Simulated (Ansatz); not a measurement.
# K₃Sr, space group Fm-3m: a charge-density difference against the sublattices

Run with Ansatz 0.2.0, Python API.

Script `k3sr.py`:
```python
# -*- coding: utf-8 -*-
"""Density of K3Sr less that of its sublattices."""

from dataclasses import dataclass

import ansatz as az
import numpy as np


@dataclass(frozen=True)
class Options:
    occupations: str = "Methfessel-Paxton"
    width_ev: float = 0.2
    cutoff: int = 460
    kmesh: tuple[int, ...] = (4, 4, 4)


settings = Options()

vectors0 = np.array([
    [0.0, 5.165856, 5.165856],
    [5.165856, 0.0, 5.165856],
    [5.165856, 5.165856, 0.0],
])
sites = [
    ("K", (0.25, 0.25, 0.25)),
    ("K", (0.75, 0.75, 0.75)),
    ("K", (0.5, 0.5, 0.5)),
    ("Sr", (0.0, 0.0, 0.0)),
]


def on_lattice(cell):
    crystal = az.Crystal(lattice=az.Lattice.of(cell))
    for symbol, position in sites:
        crystal = crystal.atom(symbol, position)
    return crystal

# same cell, cutoff and mesh for the crystal and its parts
def solve(crystal):
    return (
        crystal.calculation()
        .occupations(settings.occupations, width=settings.width_ev)
        .scf(lower_state_search="light")
        .functional(az.Functional.PBESOL)
        .mixing("broyden")
        .basis(settings.cutoff, grid_basis="typed")
        .kpoints(*settings.kmesh)
        .density()
        .run(threads=1)
    )


whole = solve(on_lattice(vectors0))
difference = whole.density().channels[0].density_e_per_ang3.copy()
binding = whole.report["free_energy_ev"]
for element in ["K", "Sr"]:
    part = az.Crystal(lattice=az.Lattice.of(vectors0))
    for symbol, position in sites:
        if symbol == element:
            part = part.atom(symbol, position)
    alone = solve(part)
    difference -= alone.density().channels[0].density_e_per_ang3
    binding -= alone.report["free_energy_ev"]
    print(f"{element} sublattice: {alone.report['n_electrons']:g} electrons, {alone.report['n_iterations']} iterations")

voxel = abs(np.linalg.det(vectors0)) / difference.size
print(f"energy of the crystal less its unpolarised sublattices: {binding / len(sites):.4f} eV/atom")
print(f"net charge of the difference {difference.sum() * voxel:.5f} e, charge moved {0.5 * np.abs(difference).sum() * voxel:.3f} e")
print(f"extremes {difference.min():.4f} and {difference.max():.4f} e/A^3")
for (symbol, position) in sites:
    index = tuple(int(round(p * n)) % n for p, n in zip(position, difference.shape))
    print(f"  change of the pseudo-density at the grid point nearest {symbol}: {difference[index]:+.4f} e/A^3")
profile = difference.mean(axis=(0, 1))
print("planar mean along the third vector:", np.round(profile[:: max(len(profile) // 12, 1)], 4))
```

```console
$ python k3sr.py
K sublattice: 27 electrons, 6 iterations
Sr sublattice: 10 electrons, 5 iterations
energy of the crystal less its unpolarised sublattices: -0.4218 eV/atom
net charge of the difference 0.00000 e, charge moved 0.232 e
extremes -0.0449 and 0.0069 e/A^3
  change of the pseudo-density at the grid point nearest K: +0.0005 e/A^3
  change of the pseudo-density at the grid point nearest K: +0.0005 e/A^3
  change of the pseudo-density at the grid point nearest K: -0.0051 e/A^3
  change of the pseudo-density at the grid point nearest Sr: -0.0449 e/A^3
planar mean along the third vector: [ 0.0001  0.0002 -0.0001 -0.0002  0.0001  0.     -0.     -0.0001  0.
  0.0001 -0.     -0.0003  0.0001  0.0002]
```

Caveats:
- These settings explore the input space; cutoff and mesh may be short of convergence.
- The fields are valence quantities on the plane-wave grid; their values near the nuclei depend on the potentials.
- The structure comes from a database of computed cells and needn't be a stable or known phase.
- Charge moved counts every rearrangement, bonding and polarisation too, and is no transfer between atoms; the bare sublattices are artificial references. Values near the nuclei depend on the potentials.
- The whole script took 4.5 s on 1 thread of Intel(R) Xeon(R) Platinum 8488C (Sapphire Rapids), on a shared host, peak memory 0.52 GiB.

(A comment or docstring line of the script was reworded after the run, the code is as it ran; lines on the test bed's own set-up are left out of the output.)
